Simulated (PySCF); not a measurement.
**C₃H₄AlFO₂: electronic excitations and core binding energies**

Aim: predict the electronic excitations and core binding energies of C₃H₄AlFO₂ (`[F][Al@@H-]1[O]C=CC=[O+]1`).

Computed with PySCF 2.14.0, with density-fitted response routines of our own, on a single molecule in the gas phase. Atoms count from 0, in the outputs and in this text.

### 1 Starting geometry

11 atoms, charge 0, multiplicity 1; geometry from: GFN2-xTB.

Bonds of the start (Å): F0–Al1 1.65, Al1–O2 1.82, O2–C3 1.26, C3–C4 1.39, C4–C5 1.39, C5–O6 1.26, O6–Al1 1.82, Al1–H7 1.50, C3–H8 1.10, C4–H9 1.08, C5–H10 1.10.

### 2 Excited states and response: CAM-B3LYP/def2-SVPD

What the job is given:

```
{"job": {"kind": "uv", "xc": "CAM-B3LYP", "basis": "def2-SVPD", "nstates": 8, "ntriplets": 3}, "charge": 0, "multiplicity": 1}
F     -2.644012    -0.203415     1.453423
Al    -1.804091    -0.093759     0.036070
O     -0.458095    -1.323052    -0.002423
C      0.792620    -1.158588    -0.077591
C      1.425888     0.077455    -0.077989
C      0.669916     1.236233     0.038883
O     -0.591078     1.263559     0.120309
H     -2.476622    -0.069224    -1.308626
H      1.405979    -2.066844    -0.138913
H      2.497988     0.136272    -0.139886
H      1.186932     2.204036     0.070779
```

Method: TDDFT CAM-B3LYP/def2-SVPD, vertical, gas phase, core orbitals frozen in the response.

**Question.** This job is followed by: delta-SCF UKS SCAN, pcX-2 on the ionised atom, pcseg-1 elsewhere, spin-free X2C. What will the session give for the following? lowest singlet (CAM-B3LYP/def2-SVPD); brightest single state of those computed; lowest triplet; F1s binding energies, SCAN/pcX-2; Al1s binding energies, SCAN/pcX-2; Al2p binding energies, SCAN/pcX-2; O1s binding energies, SCAN/pcX-2; C1s binding energies, SCAN/pcX-2 (standing for 1 of 3 atoms).

**Answer**, as computed:

| quantity | value |
| --- | --- |
| lowest singlet (CAM-B3LYP/def2-SVPD) | 4.52 eV (274 nm), f = 0.001 |
| brightest single state of those computed | state 2, 4.77 eV, f = 0.148 |
| lowest triplet | 3.01 eV |
| F1s binding energies, SCAN/pcX-2 | F0 691.09 eV |
| Al1s binding energies, SCAN/pcX-2 | Al1 1567.35 eV |
| Al2p binding energies, SCAN/pcX-2 | Al1 80.82 eV |
| O1s binding energies, SCAN/pcX-2 | O2 539.01 eV |
| C1s binding energies, SCAN/pcX-2 (standing for 1 of 3 atoms) | C4 291.15 eV |

The lowest singlet, at 4.52 eV, is HOMO−1→LUMO 0.98 and is weak; of the 8 states computed, the strongest absorption comes from state 2 at 4.77 eV. The lowest triplet lies 1.51 eV below the lowest singlet (triplets in Tamm-Dancoff, singlets in full TDDFT).
